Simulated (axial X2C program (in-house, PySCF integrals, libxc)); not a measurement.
# Linear TiNC⁺ at several levels

How do method and spin–orbit coupling move the bonds and stretches of TiNC⁺, held linear?

Program: an in-house X2C program for linear molecules on PySCF integrals. Level of theory: all-electron X2C, two-component (2c) or spin-free, Ti dyall-v3z, N dyall-av3z, C dyall-v3z. These are calculated values, not measurements.

All values are calculated.

2 further runs of the same task are left out: 2 set aside as unsound or not needed.

## 1. Set-up

Contents of task.json:

```json
{"zs": [22, 7, 6], "q": 1, "bas": ["dyall-v3z", "dyall-av3z", "dyall-v3z"], "r0": [2.02, 1.17], "symm": 0, "scan": ["PBE0", "HF", "TPSSh"], "levels": ["PBE0", "HF", "PBE"], "nst": 2}
```

Keys: zs atomic numbers; q charge; bas basis sets; r0 starting distance in Å; symm equal bonds; scan levels of the two-bond scan (MP2 follows by itself at each HF point); levels methods; nst determinants followed.

Run with:

```
python solin.py task.json out
```

Masses Ti 47.948, N 14.003, C 12.000 u.

## 2. Scan at PBE0, 2c

State: Ω = 2 (beyond evenly filled blocks: ω = 1/2, ω = 3/2). Energies above the lowest point, from the job's result record:

| r(Ti–N) (Å) | r(N–C) (Å) | E (meV) |
| --- | --- | --- |
| 1.8486 | 1.1603 | 72.50 |
| 1.8486 | 1.1900 | 25.80 |
| 1.8486 | 1.2197 | 64.14 |
| 1.8960 | 1.1603 | 42.27 |
| 1.8960 | 1.1900 | 0.00 |
| 1.8960 | 1.2197 | 42.87 |
| 1.8960 | 1.2495 | 156.09 |
| 1.9434 | 1.1603 | 59.82 |
| 1.9434 | 1.1900 | 21.29 |
| 1.9434 | 1.2197 | 67.94 |
| 1.9908 | 1.1900 | 81.06 |
| 1.9908 | 1.2495 | 251.19 |

A quadratic surface with cubic terms in each bond gives the minimum at 1.897 and 1.189 Å, force constants 3.33, 15.5 and coupling 0.43 mdyn/Å.

## 3. Scan at HF, 2c

State: Ω = 2 (beyond evenly filled blocks: ω = 1/2, ω = 3/2). Energies above the lowest point, from the job's result record:

| r(Ti–N) (Å) | r(N–C) (Å) | E (meV) |
| --- | --- | --- |
| 1.8486 | 1.1603 | 156.32 |
| 1.8486 | 1.1900 | 182.09 |
| 1.8486 | 1.2197 | 295.41 |
| 1.8960 | 1.1603 | 48.40 |
| 1.8960 | 1.1900 | 78.36 |
| 1.8960 | 1.2197 | 195.97 |
| 1.8960 | 1.2495 | 386.38 |
| 1.9434 | 1.1603 | 0.00 |
| 1.9434 | 1.1900 | 33.67 |
| 1.9434 | 1.2197 | 155.03 |
| 1.9908 | 1.1900 | 37.98 |
| 1.9908 | 1.2495 | 360.30 |

A quadratic surface with cubic terms in each bond gives the minimum at 1.966 and 1.164 Å, force constants 3.14, 18.3 and coupling 0.43 mdyn/Å.

## 4. Scan at MP2, 2c

State: Ω = 2 (beyond evenly filled blocks: ω = 1/2, ω = 3/2). Energies above the lowest point, from the job's result record:

| r(Ti–N) (Å) | r(N–C) (Å) | E (meV) |
| --- | --- | --- |
| 1.8486 | 1.1603 | 130.43 |
| 1.8486 | 1.1900 | 62.41 |
| 1.8486 | 1.2197 | 80.44 |
| 1.8960 | 1.1603 | 70.89 |
| 1.8960 | 1.1900 | 5.68 |
| 1.8960 | 1.2197 | 26.19 |
| 1.8960 | 1.2495 | 118.13 |
| 1.9434 | 1.1603 | 62.82 |
| 1.9434 | 1.1900 | 0.00 |
| 1.9434 | 1.2197 | 22.63 |
| 1.9908 | 1.1900 | 36.36 |
| 1.9908 | 1.2495 | 155.90 |

A quadratic surface with cubic terms in each bond gives the minimum at 1.925 and 1.197 Å, force constants 3.24, 14.9 and coupling 0.24 mdyn/Å.

## 5. The levels side by side

| level | r(Ti–N) (Å) | r(N–C) (Å) | lower stretch (cm⁻¹) | upper stretch (cm⁻¹) |
| --- | --- | --- | --- | --- |
| PBE0, 2c | 1.897 | 1.189 | 571.6 | 2040.1 |
| HF, 2c | 1.966 | 1.164 | 556.6 | 2209.8 |
| MP2, 2c | 1.925 | 1.197 | 560.9 | 2014.4 |
| PBE0, spin-free | 1.897 | 1.189 | 571.7 | 2039.7 |
| HF, spin-free | 1.966 | 1.164 | 556.7 | 2209.5 |
| TPSSh, spin-free | 1.897 | 1.197 | 565.7 | 1980.8 |
| MP2, spin-free | 1.925 | 1.197 | 561.0 | 2014.3 |

Scans not shown above were run alike.

What this shows: Over the levels the Ti–N bond spans 1.897 to 1.966 Å and the N–C bond 1.164 to 1.197 Å. At PBE0 spin–orbit coupling leaves both bonds unchanged to 0.001 Å. Each state is one determinant, the lowest of a limited PBE0 search; the stretches come from a fit to few points and are good to some per cent at best. MP2 freezes inner shells (threshold -2 hartree). The molecule was held linear; bending was not examined, so a bent shape may lie lower. Open-shell Ω = 0 determinants with evenly filled partner blocks cannot be reached by this program, so the Ω shown need not be the lowest component. Note: functional without a current term on a determinant with orbital currents, of the molecule or an atom. Note: several unpaired electrons, one determinant need not be a pure state.
